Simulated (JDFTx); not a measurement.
The system is MnS.

```
CELL_PARAMETERS angstrom
0.00000 2.60450 2.60450
2.60450 0.00000 2.60450
2.60450 2.60450 0.00000
ATOMIC_POSITIONS crystal
Mn 0.00000 0.00000 0.00000
S 0.50000 0.50000 0.50000
```

| Quantity | Value |
| --- | --- |
| Program | JDFTx 1.7.0 (patched build) |
| Task | relaxation of cell and atoms |
| Functional | PBE |
| Dispersion | D2 |
| Potentials or basis | PseudoDojo-SR-PBE-0.5-standard with smoothed tails |
| Cutoff | 1306 eV |
| Density cutoff | 10449 eV |
| k mesh | 4 × 4 × 4 |
| Occupations | fermi-dirac, width 0.05 eV |
| Spin | collinear spin, ferromagnetic start |
| Starting moments | [4.0, 0.0] μB |

At the start: pressure -6.0 GPa; volume 17.67 Å³/atom.

Question: Where does the relaxation end?

Answer: Over 7 steps the energy falls by 51.6 meV/atom and the volume is 15.72 Å³/atom (-11.0 %); space group Fm-3m (No. 225, to 0.05 Å); moment 4.37 μB per cell.

The path:
| step | energy change (eV) | largest force (eV/Å) | pressure (GPa) | volume (Å³) |
| --- | --- | --- | --- | --- |
| 1 | 0.0000 | 0.0000 | -6.04 | 35.33 |
| 2 | -0.0144 | 0.0000 | -5.46 | 34.93 |
| 3 | -0.1018 | 0.0000 | -1.19 | 31.79 |
| 4 | -0.1019 | 0.0000 | 1.22 | 31.11 |
| 5 | -0.1031 | 0.0000 | 0.02 | 31.44 |
| 6 | -0.1031 | 0.0000 | 0.00 | 31.44 |
| 7 | -0.1031 | 0.0000 | 0.00 | 31.44 |

Final structure:
```yaml
crystal:
  lattice:
    - [0.00000, 2.50512, 2.50512]
    - [2.50512, 0.00000, 2.50512]
    - [2.50512, 2.50512, 0.00000]
  atoms:
    - { symbol: Mn, position: [0.00000, 0.00000, 0.00000] }
    - { symbol: S, position: [0.50000, 0.50000, 0.50000] }
```

Caveat: the k mesh is coarse (spacing up to 0.52 Å⁻¹), so the values aren't converged; the plane waves are those of the starting cell, so after so large a change of volume the result is rough; a cell with one magnetic atom can't hold antiferromagnetic order, which such compounds often take; pairwise dispersion overbinds metals, which lowers pressure and volume.
